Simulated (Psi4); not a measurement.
**C2H5FGe (SMILES C[CH2][Ge][F]), step by step**

Wanted: a series of 10 runs (PBE-D4/def2-SVP, PBE0-D4/def2-TZVP, PBE-D4/def2-TZVPP, r2SCAN-D4/def2-TZVPP, B3LYP-D4/def2-TZVPP, PBE0-D4/def2-TZVPP, wB97M-V/def2-TZVPP, CCSD(T)/def2-TZVPP, and more) of C2H5FGe. 

Program for the calculation: Psi4 1.11.

## Step 1: The molecule

The species is C2H5FGe (9 atoms), meant as a singlet with charge 0. SMILES: `C[CH2][Ge][F]`. Geometry: a GFN2-xTB, rattled relaxation, a rough one for these elements and not checked as a minimum. This is one conformer, not always the lowest. The run starts from this shape.

Bond lengths: C1–C2 1.481 Å, C2–Ge3 2.036 Å, Ge3–F4 1.884 Å, C1–H5 1.149 Å, C1–H6 1.081 Å, C1–H7 1.096 Å, C2–H8 1.064 Å, C2–H9 1.040 Å. Some angles: C1–C2–Ge3 114.6°, C2–Ge3–F4 97.0°, C1–C2–H8 102.8°, C1–C2–H9 110.3°, Ge3–C2–H8 113.1°, Ge3–C2–H9 110.5°, C2–C1–H5 109.0°, C2–C1–H6 118.9°, C2–C1–H7 109.6°, H8–C2–H9 105.1°.

## Step 2: A geometry optimisation at PBE-D4/def2-SVP (density fitting) (run 1)

File job.dat:

```
memory 4400 mb

molecule mol {
  C     -0.481445     0.817130    -0.197042
  C      0.149876    -0.172024     0.706783
  Ge     1.728948    -1.170752    -0.101798
  F      0.773154    -2.040340    -1.472838
  H     -0.784349     0.292914    -1.173836
  H     -1.357394     1.352130     0.143390
  H      0.263473     1.559521    -0.507277
  H     -0.662528    -0.811247     0.960286
  H      0.425795     0.281990     1.601201
  symmetry c1
}

set basis def2-SVP
set reference rks
set scf_type df
set geom_maxiter 60
set max_force_g_convergence 0.0005

e, wfn = optimize('pbe-d4', return_wfn=True)
print_variables()
```

Launch:

```bash
$ psi4 -n 2 job.dat job.out
```

job.out:

```text
[...]
  Running in c1 symmetry.
[...]
  Nuclear repulsion =  255.500865967823785
[...]
  Multiplicity = 1
[...]
  Nalpha       = 29
  Nbeta        = 29
[...]
    Number of basis functions: 99
[...]
   @DF-RKS iter   1: -2253.60882319995699   -2.16267e+00   2.50303e-02 DIIS/ADIIS
[...]
   @DF-RKS iter   8: -2255.17146039657609   -5.45697e-12   7.66563e-09 DIIS
[...]
  @DF-RKS Final Energy: -2255.17146039657609
   => Energetics <=
    Nuclear Repulsion Energy =            260.1673130279785369
    One-Electron Energy =               -3657.4940259460872767
    Two-Electron Energy =                1243.7905409583343044
    DFT Exchange-Correlation Energy =    -101.6291816301765323
    Empirical Dispersion Energy =          -0.0061068066255348
    VV10 Nonlocal Energy =                  0.0000000000000000
    Total Energy =                      -2255.1714603965760944
[...]
 Multipole Moments:
 ------------------------------------------------------------------------------------
     Multipole            Electronic (a.u.)      Nuclear  (a.u.)        Total (a.u.)
 ------------------------------------------------------------------------------------
 L = 1.  Multiply by 2.5417464519 to convert [e a0] to [Debye]
 Dipole X            :         11.0439511          -11.0933391           -0.0493879
 Dipole Y            :        -11.8020106           11.9901107            0.1881001
 Dipole Z            :         -0.2451361            0.9251859            0.6800498
 Magnitude           :                                                    0.7073108
[...]
  -Total Gradient:
     Atom            X                  Y                   Z
    ------   -----------------  -----------------  -----------------
       1        0.000085990436    -0.000011726652     0.000179668232
       2        0.000084055964     0.000250521575     0.000016929277
       3       -0.000214475789     0.000073595444    -0.000077991438
       4        0.000017143084     0.000092053772    -0.000037005874
       5       -0.000106909403     0.000049678801    -0.000103233225
       6       -0.000020694073    -0.000018490955    -0.000006984228
       7        0.000035797068     0.000028989692    -0.000077445948
       8        0.000056083579    -0.000352326213    -0.000194024356
       9        0.000069536450     0.000013570040    -0.000057014258
[...]
    Final optimized geometry and variables:
    Molecular point group: c1
    Full point group: C1
    Geometry (in Angstrom), charge = 0, multiplicity = 1:
    C           -1.495113428994     1.830673396201    -0.141449741872
    C           -0.870531787447     0.892440851424     0.891894568174
    GE           0.481048949656    -0.449214441804     0.234898540344
    F           -0.004693981426    -0.391445512655    -1.485625630242
    H           -1.879084267132     1.266027432694    -1.014134469435
    H           -2.333448842041     2.423372225450     0.281741214213
    H           -0.749606775041     2.552481675887    -0.534476184994
    H           -1.644004017756     0.225821797731     1.353404562354
    H           -0.421647573613     1.436376490010     1.754260592117
  Variable Map:
[...]
```

On the terminal:

```text
Optimizer: Optimization complete!
```

Run time: 52 s. Hardware: 2 threads of Intel Xeon Platinum 8259CL at 2.50GHz (Skylake/Cascade Lake), shared host; peak memory 0.81 GiB.

Step by step:

```csv
step,energy from the first frame kept (eV),largest force (eV/Å)
0,0.0000,3.0563
1,-0.4270,0.7031
2,-0.4547,0.1985
3,-0.4632,0.1952
4,-0.4746,0.3247
5,-0.4791,0.2678
6,-0.4818,0.0590
7,-0.4822,0.0209
```

After the run. Bond lengths: C1–C2 1.529 Å, C2–Ge3 2.015 Å, Ge3–F4 1.789 Å, C1–H5 1.108 Å, C1–H6 1.110 Å, C1–H7 1.110 Å, C2–H8 1.121 Å, C2–H9 1.114 Å. Some angles: C1–C2–Ge3 117.5°, C2–Ge3–F4 96.3°, C1–C2–H8 111.2°, C1–C2–H9 112.8°, Ge3–C2–H8 101.6°, Ge3–C2–H9 107.9°, C2–C1–H5 111.2°, C2–C1–H6 112.2°, C2–C1–H7 111.4°, H8–C2–H9 104.5°.

## Step 3: A structure relaxation at PBE0-D4/def2-TZVP (density fitting) (run 2)

File job.in:

```
memory 4.4 GB

molecule {
  C     -0.376832     0.888805    -0.373971
  C      0.247750    -0.049428     0.659374
  Ge     1.599331    -1.391083     0.002378
  F      1.113588    -1.333314    -1.718146
  H     -0.760803     0.324159    -1.246655
  H     -1.215167     1.481504     0.049220
  H      0.368675     1.610613    -0.766997
  H     -0.525722    -0.716047     1.120884
  H      0.696634     0.494508     1.521740
  symmetry c1
}

set basis def2-TZVP
set reference rks
set scf_type df
set geom_maxiter 50
set max_force_g_convergence 0.0002

result, w = optimize('pbe0-d4', return_wfn=True)
print_variables()
```

Launch:

```bash
$ psi4 -n 2 job.in job.out
```

job.out:

```text
[...]
  Running in c1 symmetry.
[...]
  Nuclear repulsion =  260.167306405795273
[...]
  Multiplicity = 1
[...]
  Nalpha       = 29
  Nbeta        = 29
[...]
    Number of basis functions: 171
[...]
   @DF-RKS iter   1: -2254.17939433276933   -2.46904e+00   1.75635e-02 ADIIS/DIIS
[...]
   @DF-RKS iter   8: -2255.70952686125565   -5.45697e-12   4.98417e-09 DIIS
[...]
  @DF-RKS Final Energy: -2255.70952686125565
   => Energetics <=
    Nuclear Repulsion Energy =            262.8304816864526856
    One-Electron Energy =               -3663.9984447216047556
    Two-Electron Energy =                1222.3795402791686229
    DFT Exchange-Correlation Energy =     -76.9159673054569879
    Empirical Dispersion Energy =          -0.0051367998154201
    VV10 Nonlocal Energy =                  0.0000000000000000
    Total Energy =                      -2255.7095268612556538
[...]
 Multipole Moments:
 ------------------------------------------------------------------------------------
     Multipole            Electronic (a.u.)      Nuclear  (a.u.)        Total (a.u.)
 ------------------------------------------------------------------------------------
 L = 1.  Multiply by 2.5417464519 to convert [e a0] to [Debye]
 Dipole X            :         11.1941912          -11.2447702           -0.0505790
 Dipole Y            :        -11.4100085           11.6642128            0.2542043
 Dipole Z            :         -0.1388533            0.9183713            0.7795180
 Magnitude           :                                                    0.8214782
[...]
  -Total Gradient:
     Atom            X                  Y                   Z
    ------   -----------------  -----------------  -----------------
       1       -0.000029794195     0.000054583994     0.000050731984
       2        0.000102992397    -0.000026320232    -0.000174174439
       3       -0.000070308385    -0.000014221108    -0.000059531318
       4        0.000014277984    -0.000001430288     0.000019254006
       5       -0.000028218622    -0.000040699519    -0.000036799186
       6       -0.000024392510    -0.000007161893     0.000022211316
       7        0.000032101426     0.000008207090    -0.000010977205
       8       -0.000017011126    -0.000056328002    -0.000039955307
       9        0.000052191810     0.000001160937    -0.000008990972
[...]
    Final optimized geometry and variables:
    Molecular point group: c1
    Full point group: C1
    Geometry (in Angstrom), charge = 0, multiplicity = 1:
    C           -1.503664194974     1.808393871692    -0.140862937497
    C           -0.885028328856     0.861186442783     0.876317562919
    GE           0.493077955616    -0.421271542865     0.230079783930
    F           -0.033229025128    -0.459123431389    -1.456045277912
    H           -1.901385214530     1.261951691617    -0.997215216112
    H           -2.317274427041     2.394354554947     0.295600039962
    H           -0.765190338229     2.514832074550    -0.527859027397
    H           -1.653603283944     0.199726850108     1.310303412670
    H           -0.460301084803     1.396888786741     1.734278614432
  Variable Map:
[...]
```

Standard output:

```text
Optimizer: Optimization complete!
```

Run time: 57 s. Hardware: 2 threads of Intel Xeon Platinum 8259CL at 2.50GHz (Skylake/Cascade Lake), shared host; peak memory 1.3 GiB.

Steps, from the record of the run:

```csv
step,energy from the first frame kept (eV),largest force (eV/Å)
0,0.0000,0.5864
1,-0.0356,0.1251
2,-0.0361,0.0390
3,-0.0362,0.0139
4,-0.0363,0.0105
```

After the run. Bond lengths: C1–C2 1.521 Å, C2–Ge3 1.990 Å, Ge3–F4 1.767 Å, C1–H5 1.091 Å, C1–H6 1.094 Å, C1–H7 1.093 Å, C2–H8 1.103 Å, C2–H9 1.097 Å. Some angles: C1–C2–Ge3 117.8°, C2–Ge3–F4 96.7°, C1–C2–H8 110.7°, C1–C2–H9 112.1°, Ge3–C2–H8 102.9°, Ge3–C2–H9 107.5°, C2–C1–H5 111.2°, C2–C1–H6 111.7°, C2–C1–H7 111.4°, H8–C2–H9 104.8°.

Runs 3 to 9 aren't shown in full; the table further down has their settings and results.

## Step 4: The energy at MP2/def2-QZVPP (density fitting, density fitting for correlation) (run 10)

File job.dat:

```
memory 4400 mb

molecule geom {
  C     -0.72826643     1.63749493    -0.70559350
  C      0.44078618    -0.15246688     1.21660001
  Ge     3.04502909    -2.57596127    -0.00461282
  F      2.05045300    -2.64749118    -3.19092728
  H     -1.47985020     0.60486921    -2.32386425
  H     -2.26576651     2.74480074     0.11920203
  H      0.66724718     2.97247116    -1.43690995
  H     -1.01161008    -1.40244513     2.03671469
  H      1.24340389     0.85986318     2.83791133
  units au
  symmetry c1
}

set basis def2-QZVPP
set scf_type df
set num_frozen_docc 12

E, wfn = energy('mp2', return_wfn=True)
print_variables()
```

Launch:

```bash
$ psi4 -n 2 job.dat job.out
```

job.out:

```text
[...]
  Running in c1 symmetry.
[...]
  Nuclear repulsion =  262.830490799411450
[...]
  Multiplicity = 1
[...]
  Nalpha       = 29
  Nbeta        = 29
[...]
    Number of basis functions: 410
[...]
   @DF-RHF iter   1: -2252.37085936813992   -3.64731e+00   7.40549e-03 DIIS/ADIIS
[...]
   @DF-RHF iter  13: -2253.59694592260757   -1.36424e-10   5.44337e-09 DIIS
[...]
    Orbital Energies [Eh]
    ---------------------
    Doubly Occupied:
       1A   -405.255081     2A    -52.159290     3A    -46.246976
       4A    -46.245551     5A    -46.244590     6A    -26.241212
       7A    -11.219505     8A    -11.217696     9A     -7.203187
      10A     -5.179853    11A     -5.174900    12A     -5.170879
      13A     -1.665029    14A     -1.654968    15A     -1.649738
      16A     -1.648717    17A     -1.642971    18A     -1.513677
      19A     -1.022664    20A     -0.848277    21A     -0.698538
      22A     -0.627003    23A     -0.612071    24A     -0.597359
      25A     -0.567994    26A     -0.534840    27A     -0.495222
      28A     -0.484583    29A     -0.335903
[...]
  @DF-RHF Final Energy: -2253.59694592260757
   => Energetics <=
    Nuclear Repulsion Energy =            262.8304907994114501
    One-Electron Energy =               -3664.5383330119821039
    Two-Electron Energy =                1148.1108962899627386
    Total Energy =                      -2253.5969459226080289
[...]
 Multipole Moments:
 ------------------------------------------------------------------------------------
     Multipole            Electronic (a.u.)      Nuclear  (a.u.)        Total (a.u.)
 ------------------------------------------------------------------------------------
 L = 1.  Multiply by 2.5417464519 to convert [e a0] to [Debye]
 Dipole X            :         11.1810149          -11.2447689           -0.0637540
 Dipole Y            :        -11.3689799           11.6642119            0.2952320
 Dipole Z            :         -0.0674152            0.9183713            0.8509562
 Magnitude           :                                                    0.9029690
[...]
```

Wall time 16 s (2 threads of Intel Xeon Platinum 8259CL at 2.50GHz (Skylake/Cascade Lake), shared host); peak memory 1.7 GiB.

## Step 5: All runs side by side

```csv
run,level,geom maxiter,max force g convergence,energy (Eh),dipole moment (D),HOMO energy (eV),LUMO energy (eV),wall time
1,PBE-D4/def2-SVP (density fitting),60,0.0005,-2255.171460,1.80,-5.45,-3.05,52 s
2,PBE0-D4/def2-TZVP (density fitting),50,0.0002,-2255.709527,2.09,-6.62,-2.30,57 s
3,PBE0-D4/def2-TZVP (density fitting),–,–,-2255.709527,2.09,–,–,11 min
4,PBE-D4/def2-TZVPP (density fitting),–,–,-2255.649268,1.95,-5.50,-3.10,26 s
5,r2SCAN-D4/def2-TZVPP (density fitting),–,–,-2256.061931,2.01,-5.76,-3.03,66 s
6,B3LYP-D4/def2-TZVPP (density fitting),–,–,-2256.229008,2.08,-6.45,-2.56,23 s
7,PBE0-D4/def2-TZVPP (density fitting),–,–,-2255.711179,2.09,-6.62,-2.30,22 s
8,wB97M-V/def2-TZVPP (density fitting),–,–,-2255.979552,2.08,-8.81,-0.36,79 s
9,"CCSD(T)/def2-TZVPP (density fitting, density fitting for correlation)",–,–,-2254.438593,–,-9.11,0.81,8.6 min
10,"MP2/def2-QZVPP (density fitting, density fitting for correlation)",–,–,-2254.743046,–,-9.14,0.61,16 s
```

## Step 6: What came out

```
                                                            quantity           value
                                run 10, MP2/def2-QZVPP: total energy  -2254.74305 Eh
         run 10, MP2/def2-QZVPP: HOMO energy (Hartree–Fock orbitals)        -9.14 eV
         run 10, MP2/def2-QZVPP: LUMO energy (Hartree–Fock orbitals)         0.61 eV
       run 10, MP2/def2-QZVPP: HOMO–LUMO gap (Hartree–Fock orbitals)         9.75 eV
run 10, MP2/def2-QZVPP: correlation energy (12 core orbitals frozen)     -1146.1 mEh
```

**Reading.** Over runs 3, 4, 5, 6, 7, 8 the dipole moment (its size) runs from 1.95 D (PBE-D4/def2-TZVPP) to 2.09 D (PBE0-D4/def2-TZVP). The two ends differ in method and basis. Over runs 4, 5, 6, 7, 8 the HOMO–LUMO gap runs from 2.40 eV (PBE-D4/def2-TZVPP) to 8.45 eV (wB97M-V/def2-TZVPP). Totals of different functionals can't be ranked against each other. All runs together took 25 min, the longest 11 min.
